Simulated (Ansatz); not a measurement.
# C₂H₆OSi: how energies converge with the basis set

Aim: see how fast density functionals converge with the basis set for C₂H₆OSi.

Method: one geometry, several basis sets; program: Ansatz 0.2.0, Gaussian basis.

Plan: PBE0-D4/def2-SVP; ωB97M-V/def2-SVP; PBE0-D4/def2-QZVPP; ωB97M-V/def2-QZVPP; the functionals' def2-TZVPP values are taken from earlier runs.

### 1 The geometry

All runs share one geometry, relaxed beforehand with PBE0-D4 in a triple-zeta def2 set.

SMILES `O=CC[SiH3]`, 10 atoms, charge 0, spin multiplicity 1.

Atoms are counted from 1 here; the program's logs count them from 0.

Bond lengths: O1–C2 1.202 Å, C2–C3 1.497 Å, C2–H5 1.111 Å, C3–Si4 1.889 Å, C3–H6 1.097 Å, C3–H7 1.097 Å, Si4–H8 1.483 Å, Si4–H9 1.488 Å, Si4–H10 1.483 Å. Angles: O1–C2–C3 123.9°, O1–C2–H5 120.1°, C3–C2–H5 116.0°, C2–C3–Si4 112.7°, C2–C3–H6 108.4°, C2–C3–H7 108.4°, Si4–C3–H6 111.1°, Si4–C3–H7 111.1°, H6–C3–H7 104.7°, C3–Si4–H8 110.6°, C3–Si4–H9 107.7°, C3–Si4–H10 110.6°, H8–Si4–H9 108.7°, H8–Si4–H10 110.4°, H9–Si4–H10 108.7°.

### 2 PBE0-D4 in def2-SVP

in.yaml reads:

```yaml
crystal:
  periodic: [false, false, false]
  atoms:
    - {symbol: O, position_ang: [-1.496659, -0.090831, -1.387141]}
    - {symbol: C, position_ang: [-0.617362, 0.708668, -1.207707]}
    - {symbol: C, position_ang: [0.404899, 0.595346, -0.120463]}
    - {symbol: Si, position_ang: [0.168168, -0.944850, 0.946746]}
    - {symbol: H, position_ang: [-0.528734, 1.596611, -1.870047]}
    - {symbol: H, position_ang: [1.401726, 0.609206, -0.579209]}
    - {symbol: H, position_ang: [0.366302, 1.507786, 0.488035]}
    - {symbol: H, position_ang: [0.299921, -2.173314, 0.126780]}
    - {symbol: H, position_ang: [1.236012, -0.945984, 1.983329]}
    - {symbol: H, position_ang: [-1.151275, -0.913837, 1.622677]}
basis:
  gaussian: {orbitals: def2-SVP}
hamiltonian: {xc: pbe0, dispersion: d4}
output: {orbitals: {seedname: orbitals}}
```

Run with:

```console
ansatz run in.yaml --threads 2 --pin off --events-out ev --progress --plain --max-ram 4352MiB
```

Further steps of the session: ωB97M-V in def2-SVP; PBE0-D4 in def2-QZVPP; ωB97M-V in def2-QZVPP.

Q: Predict the results of all the runs planned. Wanted: PBE0-D4: double and triple zeta above quadruple; ωB97M-V: double and triple zeta above quadruple.

**Answer**, as computed:

```
                                       quantity          value
PBE0-D4: double and triple zeta above quadruple  8.03, 0.50 eV
ωB97M-V: double and triple zeta above quadruple  8.23, 0.47 eV
```

For PBE0-D4 the step from double to triple zeta gains 7.53 eV and the next only 0.50 eV. These are total energies; as a rule much of such shifts cancels in differences, which this series doesn't test.
